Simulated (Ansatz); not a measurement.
**CsLiCr2Te2S3 under changes of volume**

One of the cells (29.298 Å³/atom); the others are scaled copies at fixed shape and fractional positions:

```
Cs Li Cr Te S
1.0
     3.42162   -5.18069    0.00784
     3.42162    5.18069    0.00784
    -2.90411    0.00000    7.43093
Cs Li Cr Te S
1 1 2 2 3
Direct
  0.09374 0.09374 0.00853
  0.58875 0.58875 0.55336
  0.05646 0.46755 0.55790
  0.46755 0.05646 0.55790
  0.56486 0.87357 0.29035
  0.87357 0.56486 0.29035
  0.81151 0.39697 0.73347
  0.39697 0.81151 0.73347
  0.21404 0.21404 0.48371
```

The cell was built by a generator and needn't be a form met in nature.

| Property | Result |
| --- | --- |
| Program | Ansatz 0.2.0 |
| Functional | PBE |
| Potentials or basis | all-electron LAPW, scalar-relativistic |
| Cutoff | 277 eV (chosen from the basis error) |
| Basis error allowed | 0.003 eV/atom |
| k mesh | 4 × 4 × 3 |
| Occupations | fermi-dirac, width 0.05 eV |
| Spin | collinear spin, ferromagnetic start |
| Starting moments | [0.0, 0.0, 3.0, 3.0, 0.0, 0.0, 0.0, 0.0, 0.0] μB |

| volume (Å³/atom) | energy over the lowest point (meV/atom) | pressure (GPa) | moment (μB per cell) | largest force (eV/Å) |
| --- | --- | --- | --- | --- |
| 27.540 | 14.10 | 2.7 | 4.00 | 0.620 |
| 28.126 | ? | ? | ? | ? |
| 28.712 | 1.43 | 0.8 | 4.01 | 0.190 |
| 29.298 | 0.00 | 0.0 | 4.01 | 0.036 |
| 29.884 | 1.37 | -0.7 | 4.02 | 0.179 |
| 30.470 | 5.28 | -1.4 | 4.03 | 0.342 |
| 31.056 | 11.43 | -1.9 | 4.04 | 0.493 |

**Question.** What does the run at 28.126 Å³/atom give?

**Answer.** Energy over the lowest point 6.00 meV/atom; pressure 1.7 GPa; moment 4.00 μB per cell; largest force 0.397 eV/Å.

Worked out: A Birch-Murnaghan fit of order 3 (a polynomial in V^(-2/3)) to the other rows has its minimum at 29.29 Å³/atom with B0 = V·E''(V) = 38 GPa and B' = 4.5 at fixed shape and positions, which overstates the stiffness. It gives 6.01 meV/atom at 28.126 Å³/atom, against the run's 6.00, and -dE/dV = 1.7 GPa, against 1.7. A straight line through the other rows of the moment, of slope 0.0112 μB per Å³/atom, gives 4.00 μB, against the run's 4.00.

Energies are extrapolated to zero smearing.

Caveats: the k mesh is thin for a metal, which can move the energy by tens of meV per atom; only a ferromagnetic start was run, and an antiferromagnetic order may lie lower in energy.
